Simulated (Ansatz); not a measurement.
# CH7N3W: the cost of one run

The runs use Ansatz 0.2.0, Gaussian basis; the settings change from run to run.

**1. The relaxed structure**

The geometry comes from an earlier relaxation with PBE0-D4 in a triple-zeta def2 set; it is a stationary point, not always the lowest conformer. W takes a core potential in def2 sets; no spin-orbit term is included.

SMILES `[CH3][W](=[NH])(=[NH])[NH2]`, 12 atoms, charge 0, spin multiplicity 1.

Atoms are counted from 1 here; the program's logs count them from 0.

Bond lengths: C1–W2 2.130 Å, C1–H6 1.093 Å, C1–H7 1.092 Å, C1–H8 1.093 Å, W2–N3 1.755 Å, W2–N4 1.755 Å, W2–N5 1.951 Å, N3–H9 1.008 Å, N4–H10 1.008 Å, N5–H11 1.009 Å, N5–H12 1.009 Å. Angles: W2–C1–H6 110.0°, W2–C1–H7 110.9°, W2–C1–H8 110.0°, H6–C1–H7 108.3°, H6–C1–H8 109.2°, H7–C1–H8 108.3°, C1–W2–N3 104.5°, C1–W2–N4 104.5°, C1–W2–N5 109.1°, N3–W2–N4 116.4°, N3–W2–N5 110.8°, N4–W2–N5 110.8°, W2–N3–H9 156.3°, W2–N4–H10 156.3°, W2–N5–H11 123.4°, W2–N5–H12 123.4°, H11–N5–H12 110.8°.

**2. r2SCAN50/x2c-TZVPPall**

Options: high accuracy, the search for lower states set to off.

The input, in.yaml:

```yaml
crystal:
  periodic: [false, false, false]
  atoms:
    - {symbol: C, position_ang: [-1.553837, 0.689879, 0.448530]}
    - {symbol: W, position_ang: [0.405675, -0.023282, 0.014020]}
    - {symbol: N, position_ang: [1.030360, -0.563509, 1.562826]}
    - {symbol: N, position_ang: [1.219210, 1.347084, -0.721598]}
    - {symbol: N, position_ang: [0.280429, -1.511637, -1.241168]}
    - {symbol: H, position_ang: [-2.151996, -0.108725, 0.895858]}
    - {symbol: H, position_ang: [-1.518205, 1.526019, 1.150254]}
    - {symbol: H, position_ang: [-2.039415, 1.032318, -0.469423]}
    - {symbol: H, position_ang: [1.649671, -0.566768, 2.357582]}
    - {symbol: H, position_ang: [1.910922, 2.075370, -0.801201]}
    - {symbol: H, position_ang: [0.330955, -2.479955, -0.962162]}
    - {symbol: H, position_ang: [0.436231, -1.416785, -2.233517]}
basis:
  gaussian: {orbitals: x2c-TZVPPall}
hamiltonian: {xc: {name: r2SCAN50}}
accuracy: high
scf: {lower_state_search: off}
output: {forces: true}
```

Launch:

```sh
ansatz run in.yaml --threads 4 --pin off --events-out ev --progress --plain --max-ram 11315MiB
```

What time and memory should one allow on 4 threads of Arm Neoverse V2, shared host?

About 54 s, with a peak of 3.2 GiB.
